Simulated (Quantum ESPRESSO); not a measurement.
**GaGe3 under changes of volume**

One of the cells (19.430 Å³/atom); the others are scaled copies at fixed shape and fractional positions:

```xyz
4
Lattice="0.0000 3.3872 3.3872 3.3872 0.0000 3.3872 3.3872 3.3872 0.0000" Properties=species:S:1:pos:R:3 pbc="T T T"
Ge    3.3872    3.3872    3.3872
Ge    5.0808    5.0808    5.0808
Ge    1.6936    1.6936    1.6936
Ga    0.0000    0.0000    0.0000
```

The cell comes from a database or a generator and needn't be the stable form of this composition.

| Property | Result |
| --- | --- |
| Program | Quantum ESPRESSO 7.5 |
| Functional | r2SCAN |
| Potentials or basis | SG15 PBE 1.2 |
| Cutoff | 1197 eV |
| Density cutoff | 4789 eV |
| k mesh | 4 × 4 × 4 |
| Occupations | fermi-dirac, width 0.05 eV |
| Spin | no spin polarisation |

| volume (Å³/atom) | energy over the lowest point (meV/atom) | pressure (GPa) |
| --- | --- | --- |
| 18.264 | 1.13 | 1.2 |
| 18.653 | 0.00 | -0.3 |
| 19.042 | 2.36 | -1.6 |
| 19.430 | 7.86 | -2.9 |
| 19.819 | 16.19 | -4.0 |
| 20.208 | 27.09 | -5.0 |
| 20.596 | ? | ? |

Problem. What does the run at 20.596 Å³/atom give?

Solution. Energy over the lowest point 40.35 meV/atom; pressure -5.9 GPa.

Worked out: A Birch-Murnaghan fit of order 3 (a polynomial in V^(-2/3)) to the other rows has its minimum at 18.58 Å³/atom with B0 = V·E''(V) = 70 GPa and B' = 4.0. It gives 40.25 meV/atom at 20.596 Å³/atom, against the run's 40.35, and -dE/dV = -5.9 GPa, against -5.9.

Energies are extrapolated to zero smearing.

Caveats: all runs use coarse meshes; the potentials were made for another functional, which shifts forces and pressure.
